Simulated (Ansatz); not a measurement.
# CH₈ClNSi₂: a ladder of functionals and wavefunction methods

An exercise on one series of results from a longer session: the logs are not shown, and one member is left open.

Program: Ansatz 0.2.0, Gaussian basis. Level of theory: functionals in def2-TZVPP, the program's frozen cores in correlated methods. These are calculated values, not measurements.

The runs, in order: LDA (SPW92), PBE-D4, revPBE-D4, BLYP-D4, r2SCAN-D4, B97M-V, PBE0-D4, B3LYP-D4, r2SCANh-D4, r2SCAN0-D4, HSE06-D4, BHLYP-D4, CAM-B3LYP-D4, LC-ωPBE, ωB97X-V, ωB97M-V, B2PLYP, PBE-QIDH; CCSD(T)/def2-SVP; CCSD(T)/def2-TZVPP; MP2/def2-QZVPP; extrapolation to the limit; RPA on PBE.

### The relaxed structure

An earlier PBE0-D4 in a triple-zeta def2 set relaxation fixed the geometry.

SMILES `C[SiH2][SiH](N)Cl`, 13 atoms, charge 0, spin multiplicity 1.

Atoms are counted from 1 here; the program's logs count them from 0.

Bond lengths: C1–Si2 1.873 Å, C1–H6 1.092 Å, C1–H7 1.092 Å, C1–H8 1.092 Å, Si2–Si3 2.338 Å, Si2–H9 1.490 Å, Si2–H10 1.493 Å, Si3–N4 1.706 Å, Si3–Cl5 2.092 Å, Si3–H11 1.484 Å, N4–H12 1.007 Å, N4–H13 1.008 Å. Angles: Si2–C1–H6 110.2°, Si2–C1–H7 110.8°, Si2–C1–H8 110.9°, H6–C1–H7 108.0°, H6–C1–H8 108.6°, H7–C1–H8 108.2°, C1–Si2–Si3 111.3°, C1–Si2–H9 111.1°, C1–Si2–H10 110.7°, Si3–Si2–H9 109.2°, Si3–Si2–H10 106.9°, H9–Si2–H10 107.5°, Si2–Si3–N4 110.0°, Si2–Si3–Cl5 105.7°, Si2–Si3–H11 115.6°, N4–Si3–Cl5 114.4°, N4–Si3–H11 107.0°, Cl5–Si3–H11 104.3° and more.

Geometry (Å):

```xyz
13
CH8ClNSi2
C    -0.7782   -1.0385    1.8927
Si    0.5438   -0.7031    0.6096
Si   -0.2913    0.5813   -1.1565
N     0.9972    1.2006   -2.0873
Cl   -1.4980    2.0430   -0.2723
H    -1.1932   -0.0984    2.2617
H    -1.5946   -1.6234    1.4634
H    -0.3679   -1.5939    2.7388
H     1.1010   -1.9756    0.0695
H     1.6761    0.0639    1.2075
H    -1.2000   -0.1266   -2.0917
H     1.8005    1.6087   -1.6366
H     0.8251    1.6271   -2.9841
```

The first run:

Contents of in.yaml:

```yaml
crystal:
  periodic: [false, false, false]
  atoms:
    - {symbol: C, position_ang: [-0.778207, -1.038479, 1.892707]}
    - {symbol: Si, position_ang: [0.543823, -0.703093, 0.609596]}
    - {symbol: Si, position_ang: [-0.291270, 0.581296, -1.156470]}
    - {symbol: N, position_ang: [0.997229, 1.200647, -2.087280]}
    - {symbol: Cl, position_ang: [-1.498000, 2.043043, -0.272341]}
    - {symbol: H, position_ang: [-1.193179, -0.098379, 2.261739]}
    - {symbol: H, position_ang: [-1.594638, -1.623358, 1.463399]}
    - {symbol: H, position_ang: [-0.367950, -1.593883, 2.738768]}
    - {symbol: H, position_ang: [1.100950, -1.975638, 0.069524]}
    - {symbol: H, position_ang: [1.676121, 0.063865, 1.207490]}
    - {symbol: H, position_ang: [-1.200024, -0.126617, -2.091685]}
    - {symbol: H, position_ang: [1.800459, 1.608747, -1.636578]}
    - {symbol: H, position_ang: [0.825088, 1.627051, -2.984069]}
basis:
  gaussian: {orbitals: def2-TZVPP}
hamiltonian: {xc: lda}
output: {orbitals: {seedname: orbitals}}
```

The run is started by

```console
> ansatz run in.yaml --threads 4 --pin off --events-out ev --progress --plain --max-ram 10444MiB
```

Among the steps run: LDA; PBE-D4 (GGA); revPBE-D4 (GGA); BLYP-D4 (GGA); r2SCAN-D4 (meta-GGA); B97M-V (meta-GGA); PBE0-D4 (hybrid); B3LYP-D4 (hybrid); r2SCANh-D4 (hybrid); r2SCAN0-D4 (hybrid); HSE06-D4 (hybrid); BHLYP-D4 (hybrid); CAM-B3LYP-D4 (range-separated); LC-ωPBE (range-separated); ωB97X-V (range-separated); ωB97M-V (range-separated); B2PLYP (double hybrid); PBE-QIDH (double hybrid).

One of the session's tables, all rows but one given; the rest of the session is left out.

It belongs to the step «Orbital energies across the functionals». 

```
  functional  HOMO (eV)  gap (eV)
 LDA (SPW92)      -6.55      5.38
      PBE-D4      -6.41      5.45
   revPBE-D4      -6.36      5.49
     BLYP-D4      -6.28      5.45
   r2SCAN-D4      -6.71      6.06
      B97M-V          ?         ?
     PBE0-D4      -7.68      7.53
    B3LYP-D4      -7.48      7.12
  r2SCANh-D4      -7.18      6.82
  r2SCAN0-D4      -7.87      7.91
    HSE06-D4      -7.29      6.76
    BHLYP-D4      -8.81      9.47
CAM-B3LYP-D4      -9.00      9.81
     LC-ωPBE     -10.31     12.27
     ωB97X-V      -9.99     11.78
     ωB97M-V      -9.77     11.22
```

Q: Estimate the row for B97M-V from the others.

**Answer.** HOMO (eV): -6.82; gap (eV): 5.92. In the column «HOMO (eV)» it lies between r2SCANh-D4 (-7.18) and r2SCAN-D4 (-6.71).
